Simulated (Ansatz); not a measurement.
# HF: the cost of one run

All numbers below are computed with Ansatz 0.2.0 (DFT LDA, plane waves, PAW, scalar-relativistic, no spin polarisation).

### Step 1. The starting structure

The cell holds 16 atoms (F8H8): a = 7.071 Å, b = 7.071 Å, c = 7.071 Å, α = 90.00°, β = 90.00°, γ = 90.00°.

Coordinates:

```xyz
16
Lattice="7.0714 0.0000 0.0000 0.0000 7.0714 0.0000 0.0000 0.0000 7.0714" Properties=species:S:1:pos:R:3 pbc="T T T"
F     1.3052    4.3214    1.8621
H     1.4524    4.3445    0.9401
F     4.4826    1.6313    4.6864
H     3.9115    2.1645    4.1748
F     2.4353    3.5836    4.4073
H     2.1988    3.4914    3.5086
F     4.1052    0.0254    6.8244
H     4.4220    0.8586    6.5459
F     3.3123    4.4900    7.2862
H     3.1809    4.2023    6.4075
F     3.1135    6.9415    4.4755
H     3.0418    6.9900    3.5457
F    -0.2210    1.9648    4.9527
H     0.2442    2.4003    4.2700
F     1.9274    6.2219    0.6387
H     2.3445    6.3743    1.4603
```

### Step 2. Relaxing the start

input.yaml

```yaml
accuracy: low
crystal:
  lattice:
    - [7.071379, 0.0, 0.0]
    - [0.0, 7.071379, 0.0]
    - [0.0, 0.0, 7.071379]
  atoms:
    - { symbol: F, position: [0.1845817, 0.611112, 0.2633249] }
    - { symbol: H, position: [0.2053973, 0.614378, 0.1329502] }
    - { symbol: F, position: [0.6339096, 0.2306945, 0.6627279] }
    - { symbol: H, position: [0.553141, 0.3060885, 0.5903835] }
    - { symbol: F, position: [0.3443876, 0.5067813, 0.6232611] }
    - { symbol: H, position: [0.3109481, 0.4937358, 0.4961661] }
    - { symbol: F, position: [0.5805324, 0.0035898, 0.9650677] }
    - { symbol: H, position: [0.6253442, 0.1214138, 0.925686] }
    - { symbol: F, position: [0.4684123, 0.6349575, 1.0303738] }
    - { symbol: H, position: [0.4498339, 0.5942736, 0.9061112] }
    - { symbol: F, position: [0.4403028, 0.9816288, 0.6329071] }
    - { symbol: H, position: [0.4301586, 0.9884848, 0.5014095] }
    - { symbol: F, position: [-0.0312546, 0.2778495, 0.7003869] }
    - { symbol: H, position: [0.0345352, 0.3394409, 0.6038481] }
    - { symbol: F, position: [0.2725698, 0.8798713, 0.0903268] }
    - { symbol: H, position: [0.3315497, 0.9014155, 0.2065109] }
basis:
  ecutwfc: 420.0
kpoints:
  mp_grid: { grid: [1, 1, 1] }
hamiltonian:
  xc: lda
scf:
  occupations: { method: fermi_dirac, width: 0.02 }
  lower_state_search: "off"
relax:
  f_tol: 0.3
  max_steps: 15
  adjacent_minimum: "off"
```

Run with:

```console
ansatz run input.yaml --threads 1 --pin off --max-ram 3072MiB --backend cpu --events-out ev --progress --plain --runs-dir out
```

What time and memory should one allow on 1 thread of Arm Neoverse V1, shared host?

About 14 s, with a peak of 0.32 GiB.
